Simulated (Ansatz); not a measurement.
# HfN: a tetragonal deformation path

One table from this session's results is given with a row withheld; the runs are named, their logs left out.

Method: DFT r2SCAN, scalar-relativistic, plane waves, PAW, in Ansatz 0.2.0.

**The starting structure**

Symmetry: Fm-3m, No. 225, cubic system. Conventional cell: a = 4.518 Å, b = 4.518 Å, c = 4.518 Å, α = 90.00°, β = 90.00°, γ = 90.00°. Hf (site symmetry m-3m) is surrounded by 6 N at 2.26 Å. Around N (site symmetry m-3m) lie 6 Hf at 2.26 Å.

Coordinates:

```xyz
2
Lattice="0.0000 2.2590 2.2590 2.2590 0.0000 2.2590 2.2590 2.2590 0.0000" Properties=species:S:1:pos:R:3 pbc="T T T"
Hf    0.0000    0.0000    0.0000
N     2.2590    2.2590    2.2590
```

No relaxation comes first: the listed cell is the starting point.

**Zero of energy**

Reference values: F = -16121.6353 eV; pressure 1.41 GPa; largest force 0.000 eV/Å; gap on the mesh none (metal). It was computed beforehand with the settings of the runs below.

Set-up of the first run:

At fixed volume and fractional coordinates, lengths along (0.000, 0.000, 1.000) are scaled against those across it; ρ is that ratio over its starting value.

input.yaml

```yaml
crystal:
  lattice:
    - [0.0, 2.5357694169, 1.7927889778]
    - [2.5357694169, 0.0, 1.7927889778]
    - [2.5357694169, 2.5357694169, 0.0]
  atoms:
    - { symbol: Hf, position: [0.0, 0.0, 0.0] }
    - { symbol: "N", position: [0.5, 0.5, 0.5] }
basis:
  ecutwfc: 500
kpoints:
  mp_grid: { grid: [20, 20, 20] }
hamiltonian:
  xc: r2scan
scf:
  occupations: { method: gaussian, width: 0.15 }
output:
  forces: true
  stress: true
  eigenvalues: true
```

Command:

```
$ ansatz run input.yaml --threads 1 --pin off --max-ram 2560MiB --backend cpu --events-out ev --progress --plain --runs-dir out
```

Steps of the session up to this table: At ρ = 0.707; At ρ = 1.414; ρ = 0.850; ρ = 1.200.

One table of the session follows, with a row left open; its other results are not shown here.

Collected from the runs (energy zero: the undisturbed cell):

```
    ρ  ΔE (meV/atom)  pressure (GPa)
0.707         2215.1            92.9
0.850              ?               ?
1.000            0.0             1.4
1.200          324.7            21.8
1.414         1016.6            66.8
```

**Question.** Estimate the row for ρ = 0.850.

Worked estimate for «ΔE (meV/atom)». A straight line through the neighbours (0.707, 2215.1) and (1.000, 0.0) gives 2215.1 + (0.0 − 2215.1) × (0.850 − 0.707) / (1.000 − 0.707) = 1134.0; a parabola fitted to 3 rows on both sides gives 734.4.

As computed: ΔE (meV/atom): 387.3; pressure (GPa): 20.3. In «ΔE (meV/atom)» the line misses by +746.7 and the parabola by +347.1.

To keep in mind: The final runs have no spin polarisation, so a magnetic state may lie lower.
